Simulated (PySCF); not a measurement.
# C5H12BrNSi3: excited states

Aim: compute the excited states of C5H12BrNSi3 (`[SiH3]N(C[SiH2]Br)[SiH]1C=CC=C1`).

Programs: PySCF 2.14.0, with routines of our own; each step states its level. All values are computed. Atoms count from 0.

## Step 1: The system as given

22 atoms, charge 0, multiplicity 1; geometry from: GFN2-xTB.

## Step 2: Excited states: TDA LC-wPBE/def2-SVP

The job: settings as JSON, then the geometry in Å.

```
{"job": {"kind": "states", "xc": "LC-wPBE", "basis": "def2-SVP", "tda": true, "soc": true, "nstates": 8, "ntriplets": 5, "nquad": 4}, "charge": 0, "multiplicity": 1}
Si    -0.994033    -1.697549     1.043771
N     -0.738780    -0.697684    -0.354595
C     -1.912339    -0.149868    -1.009361
Si    -2.409821     1.547364    -0.331396
Br    -4.276235     2.108318    -1.381518
Si     0.799221    -0.045667    -0.828046
C      1.542798     1.305802     0.263000
C      2.718628     0.871069     0.728872
C      3.119516    -0.473442     0.337495
C      2.265845    -1.152488    -0.432065
H     -1.498173    -0.897671     2.171837
H      0.293643    -2.295270     1.360121
H     -2.019591    -2.673142     0.664883
H     -1.715011    -0.070987    -2.084424
H     -2.742811    -0.854005    -0.896326
H     -1.457266     2.595221    -0.671307
H     -2.752630     1.531605     1.083171
H      0.696693     0.342536    -2.241459
H      1.166273     2.288136     0.499465
H      3.369059     1.450322     1.370295
H      4.065275    -0.864380     0.687770
H      2.469325    -2.148834    -0.782601
```

With the program's defaults for keys left out, this is: TDA LC-wPBE/def2-SVP excited states, vertical, gas phase, spin-orbit mean-field couplings.

Command:

```
$ OMP_NUM_THREADS=1 python excited_run.py task.json out
```

One launch serves the whole session: the jobs run in the order shown.

Standard output:

```text
coarse grid: 87256 points
cycle   1  E = -3693.5249635291  dE =  4.939e-01  |g| = 4.782e-01  |ddm| = 4.831e+00
cycle   2  E = -3693.5768232758  dE = -5.186e-02  |g| = 3.065e-01  |ddm| = 8.795e-01
cycle   3  E = -3693.5981944524  dE = -2.137e-02  |g| = 8.818e-02  |ddm| = 3.438e-01
cycle   4  E = -3693.6000365101  dE = -1.842e-03  |g| = 2.867e-02  |ddm| = 1.282e-01
cycle   5  E = -3693.6002868098  dE = -2.503e-04  |g| = 6.101e-03  |ddm| = 4.636e-02
cycle   6  E = -3693.6002979273  dE = -1.112e-05  |g| = 1.673e-03  |ddm| = 1.041e-02
cycle   7  E = -3693.6002995067  dE = -1.579e-06  |g| = 5.285e-04  |ddm| = 4.440e-03
final grid: 180352 points
cycle   8  E = -3693.6002806165  dE = -2.561e-07  |g| = 3.801e-04  |ddm| = 1.961e-03
cycle   9  E = -3693.6002806589  dE = -4.243e-08  |g| = 2.924e-04  |ddm| = 7.568e-04
cycle  10  E = -3693.6002806798  dE = -2.089e-08  |g| = 6.671e-05  |ddm| = 2.786e-04
cycle  11  E = -3693.6002806776  dE =  2.188e-09  |g| = 3.737e-05  |ddm| = 1.840e-04
cycle  12  E = -3693.6002806785  dE = -9.250e-10  |g| = 5.735e-06  |ddm| = 1.021e-04
converged SCF energy = -3693.6002806785

Singlet excitations
state   eV       nm        f     d(h-e)  d(exc)  Lambda  PR(NTO)  |dmu|/D   mu/D   main configurations
  1   4.6701   265.5   0.05011   0.162   2.752   0.661   1.073    0.341    2.176   H->L 0.78, H-1->L 0.14
  2   5.1710   239.8   0.02158   0.893   3.011   0.674   1.076    2.829    1.725   H-1->L 0.68, H-4->L 0.13
  3   6.2218   199.3   0.00392   0.636   2.917   0.540   1.807    1.405    2.616   H-4->L 0.51, H->L+1 0.21, H-1->L+1 0.11
  4   6.4791   191.4   0.00486   0.333   2.772   0.562   1.811    0.814    2.688   H-5->L 0.41, H->L+1 0.17, H-4->L 0.10
  5   6.8967   179.8   0.00904   1.183   3.431   0.554   1.566                     H->L+1 0.23, H-5->L 0.23, H-4->L 0.13
  6   7.3500   168.7   0.02024   0.438   3.118   0.444   1.283                     H->L+2 0.53, H-1->L+2 0.22
  7   7.5912   163.3   0.07267   0.176   2.934   0.568   2.174                     H-6->L 0.30, H-10->L 0.11, H-5->L 0.11
  8   7.6042   163.0   0.00225   1.370   3.001   0.375   1.044                     H-2->L+1 0.70, H-2->L 0.09, H-2->L+2 0.08

Triplet excitations (Tamm-Dancoff)
state   eV     d(h-e)  d(exc)  Lambda  PR(NTO)   main configurations
  1   2.5003   0.078   2.295   0.684   1.101   H->L 0.46, H-1->L 0.45
  2   4.6093   0.937   2.872   0.626   1.221   H->L 0.29, H-1->L 0.28, H-4->L 0.18
  3   4.7085   0.059   2.141   0.586   1.847   H-5->L 0.19, H-6->L 0.13, H-10->L 0.12
  4   5.6780   0.605   2.712   0.568   1.496   H-4->L 0.51, H-5->L 0.12, H->L+1 0.09
  5   5.8876   0.277   2.782   0.545   2.120   H-5->L 0.34, H->L+1 0.23, H-1->L+1 0.12
S1 - T1 = 2.1698 eV

Spin-orbit couplings |<S|Hso|T>| (cm-1)
             T1       T2       T3       T4       T5
S0        0.943   15.674    5.592   57.291  104.066
S1        0.923    4.429    2.587    4.061    5.489
S2        2.946    3.321    2.597    9.761    6.849
S3        1.509    6.627    5.205    6.965    9.786
S4        0.360   10.336    4.672   11.099    7.875
S5        1.227    3.386    1.789   10.289    8.543
S6        1.363    9.802    4.182   22.694   33.654
S7        3.533   11.927    4.636    9.577   15.592
S8        2.313   46.185   16.485  110.470  188.275
T1 sublevels (cm-1): 0.000 0.000 0.001   radiative rates (1/s): 0.0388 0.61 0.0412
```

Run time: 1.8 min. Hardware: 1 thread of Arm Neoverse V2, shared host; peak memory 1.3 GiB.

Key values:

```
  quantity    value
S1 less T1  2.17 eV
```

## Step 3: Outcome

```
                                 quantity    value
S1 less T1 (step 2, TDA LC-wPBE/def2-SVP)  2.17 eV
```

**Reading.** Scalar relativity is left out for the heavy atoms. In step 2, the number of triplets below S1 is 2, and the largest singlet-triplet spin-orbit coupling is S8–T5, 188.28 cm⁻¹.
